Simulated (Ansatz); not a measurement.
**CH7BO3Si: up Jacob's ladder to CCSD(T)**

An exercise on one series of results from a longer session: the logs are not shown, and one member is left open.

Program: Ansatz 0.2.0, Gaussian basis. Level of theory: functionals in def2-TZVPP, the program's frozen cores in correlated methods. These are calculated values, not measurements.

Plan: PBE-D4, r2SCAN-D4, PBE0-D4, B3LYP-D4, ωB97X-V, ωB97M-V, B2PLYP; CCSD(T)/def2-TZVPP; MP2/def2-QZVPP; extrapolation to the limit.

**The geometry**

An earlier PBE0-D4 in a triple-zeta def2 set relaxation fixed the geometry.

SMILES `C[SiH2]OB(O)O`, 13 atoms, charge 0, spin multiplicity 1.

Atoms are counted from 1 here; the program's logs count them from 0.

Bond lengths: C1–Si2 1.857 Å, C1–H7 1.093 Å, C1–H8 1.092 Å, C1–H9 1.092 Å, Si2–O3 1.657 Å, Si2–H10 1.487 Å, Si2–H11 1.487 Å, O3–B4 1.363 Å, B4–O5 1.365 Å, B4–O6 1.368 Å, O5–H12 0.960 Å, O6–H13 0.959 Å. Angles: Si2–C1–H7 110.3°, Si2–C1–H8 110.9°, Si2–C1–H9 110.9°, H7–C1–H8 108.1°, H7–C1–H9 108.1°, H8–C1–H9 108.3°, C1–Si2–O3 107.3°, C1–Si2–H10 110.7°, C1–Si2–H11 110.7°, O3–Si2–H10 109.5°, O3–Si2–H11 109.5°, H10–Si2–H11 109.1°, Si2–O3–B4 130.8°, O3–B4–O5 119.7°, O3–B4–O6 120.8°, O5–B4–O6 119.4°, B4–O5–H12 112.4°, B4–O6–H13 112.0°.

Set-up of the first run:

File in.yaml:

```yaml
crystal:
  periodic: [false, false, false]
  atoms:
    - {symbol: C, position_ang: [-1.201953, 2.063406, -0.159967]}
    - {symbol: Si, position_ang: [-0.220533, 0.624480, -0.804244]}
    - {symbol: O, position_ang: [0.119629, -0.356273, 0.487648]}
    - {symbol: B, position_ang: [0.808081, -1.530422, 0.557608]}
    - {symbol: O, position_ang: [1.345555, -2.068556, -0.575926]}
    - {symbol: O, position_ang: [0.968742, -2.178937, 1.751082]}
    - {symbol: H, position_ang: [-1.455395, 2.746116, -0.975398]}
    - {symbol: H, position_ang: [-2.132653, 1.725598, 0.301657]}
    - {symbol: H, position_ang: [-0.631848, 2.622141, 0.585824]}
    - {symbol: H, position_ang: [1.048511, 1.089592, -1.423394]}
    - {symbol: H, position_ang: [-1.003851, -0.135886, -1.813413]}
    - {symbol: H, position_ang: [1.806024, -2.893086, -0.405865]}
    - {symbol: H, position_ang: [0.549691, -1.708163, 2.474388]}
basis:
  gaussian: {orbitals: def2-TZVPP}
hamiltonian: {xc: pbe, dispersion: d4}
output: {forces: true, orbitals: {seedname: orbitals}}
```

Launch:

```sh
> ansatz run in.yaml --threads 2 --pin off --events-out ev --progress --plain --max-ram 32768MiB --backend cuda --devices 0, --max-vram 18GiB
```

Steps of the session up to this table: PBE-D4 (GGA); r2SCAN-D4 (meta-GGA); PBE0-D4 (hybrid); B3LYP-D4 (hybrid); ωB97X-V (range-separated); ωB97M-V (range-separated); B2PLYP (double hybrid); CCSD(T) in def2-TZVPP; MP2 in def2-QZVPP.

One of the session's tables, all rows but one given; the rest of the session is left out.

It belongs to the step «Atomisation energies». 

```
            method  atomisation energy (kcal/mol)
            PBE-D4                         1285.7
         r2SCAN-D4                         1275.1
           PBE0-D4                         1263.6
          B3LYP-D4                         1268.0
           ωB97X-V                         1271.8
           ωB97M-V                         1275.5
            B2PLYP                         1259.0
     HF/def2-TZVPP                          945.8
    MP2/def2-TZVPP                         1268.3
   CCSD/def2-TZVPP                         1223.5
CCSD(T)/def2-TZVPP                         1240.1
           MP2/CBS                         1301.0
       CCSD(T)/CBS                              ?
```

Q: Estimate the row for CCSD(T)/CBS from the others.

As computed: atomisation energy (kcal/mol): 1272.8. In the column «atomisation energy (kcal/mol)» it lies between ωB97X-V (1271.8) and r2SCAN-D4 (1275.1).

Limits of these values: Free atoms (1 C, 1 Si, 3 O, 1 B, 7 H) were run apart at each level; the atomisation energy is their sum less the molecule, without zero-point or spin-orbit terms.
